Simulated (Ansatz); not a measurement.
# Ba, space group Fm-3m: a surface slab

Program: the Ansatz DFT code, driven from Python.

Typed at the interpreter:
```pycon
>>> import ansatz as az
>>> from ase import Atoms
>>> from ase.build import surface
>>> import numpy as np
>>> atoms = Atoms(
...     ["Ba"],
...     scaled_positions=[
...         [0.0, 0.0, 0.0],
...     ],
...     cell=[
...         [0.0, 3.232665, 3.232665],
...         [3.232665, 0.0, 3.232665],
...         [3.232665, 3.232665, 0.0],
...     ],
...     pbc=True,
... )
>>> slab = surface(atoms, (0, 0, 1), 2, vacuum=7.0)
>>> slab.pbc = True
>>> print(slab.get_chemical_formula(), "area {:.3f} A^2, cell height {:.2f} A".format(np.linalg.norm(np.cross(slab.cell[0], slab.cell[1])), slab.cell[2, 2]))
Ba2 area 18.100 A^2, cell height 17.73 A
>>> def prepared(structure):
...     return (
...         az.Crystal.from_ase(structure).calculation()
...         .functional(az.Functional.LDA)
...         .occupations("Marzari-Vanderbilt", width=0.1)
...     )
...
>>> base = (
...     prepared(slab)
...     .kpoints(4, 4, 1)
...     .electric_field(axis=3, dipole_correction=True)
...     .relax(force_tolerance=0.03, max_steps=30)
... )
>>> out = base.run(threads=1, backend="cpu")
DeckWarning: basis.ecutwfc = 420 eV, auto-derived from the records' recommended cutoffs: set by Ba (normal level)
RunWarning: efield: at this solve's end the planar-averaged density reaches 4.00e-5 e/Å³ inside the ramp window [0.8936, 0.1064] (bound 1e-5 e/Å³); the window's nearer edge stands 5.11 Å from this [...]
>>> r = out.report
>>> r["n_electrons"]
20.0
>>> print(f"slab free energy {r['free_energy_ev']:.4f} eV, Fermi level {r['fermi_energy_ev']:.3f} eV")
slab free energy -11558.1955 eV, Fermi level 0.943 eV
>>> for key, value in r["work_function"].items():
...     if isinstance(value, float):
...         print(f"{key:34s} {value:12.5f}")
...
ramp_position                           0.95000
ramp_width                              0.10000
amplitude_v_ang                         0.00000
dipole_field_v_ang                      0.00002
dipole_moment_e_ang                     0.00004
phi_plus_ev                             2.41060
phi_minus_ev                            2.41099
vacuum_level_plus_ev                    3.35390
vacuum_level_minus_ev                   3.35430
flatness_plus_ev_ang                    0.00333
flatness_minus_ev_ang                   0.00333
ramp_density_extremum_e_ang3            0.00003
ramp_density_minimum_e_ang3             0.00000
ramp_density_bound_e_ang3               0.00001
ramp_density_effective_e_ang3           0.00003
plane_spacing_ang                       0.14777
>>> bulk = prepared(atoms).kpoints(6, 6, 6).run(threads=1, backend="cpu").report
>>> excess = r["free_energy_ev"] - bulk["free_energy_ev"] * len(slab) / len(atoms)
>>> area = np.linalg.norm(np.cross(slab.cell[0], slab.cell[1]))
>>> print(f"mean surface energy {excess / (2 * area) * 16.02177:.3f} J/m^2 ({1000 * excess / (2 * area):.1f} meV/A^2)")
mean surface energy 0.329 J/m^2 (20.5 meV/A^2)
>>> print("atom   z before  z after (A)")
atom   z before  z after (A)
>>> for atom, site in zip(slab, out.lattice.sites):
...     print(f"{atom.symbol:3s} {atom.z:9.3f} {site.position_ang[2]:9.3f}")
...
Ba      7.000     7.186
Ba     10.733    10.547
```

What to keep in mind:
- Absolute energies stand on the zero of these potentials, so only differences at equal settings mean something. A total without «per atom» is that of the cell as typed.
- The density doesn't vanish in the vacuum (a short gap or a low cutoff), which blurs the vacuum level.
- For a metal this k-point mesh is coarse: on a finer one energies can move by several to tens of meV an atom and pressures by half a GPa or more, differences at one mesh by less.
- Only differences from the Fermi energy are physical; the zero of the scale is a convention.
- This isn't the structure that Ba takes at ambient conditions.
- Warnings are shown shortened and without file and line.
- The slab is thin and cut from the structure as given; a cut can leave two unlike or polar faces, and the surface energy is then their mean. Miller indices refer to the vectors of the cell as typed, and the lattice isn't relaxed for this functional, so relaxation and surface energy can hold strain.
- Finished in 9.8 s on 1 thread of Arm Neoverse N1 (shared host), peak memory 0.47 GiB.
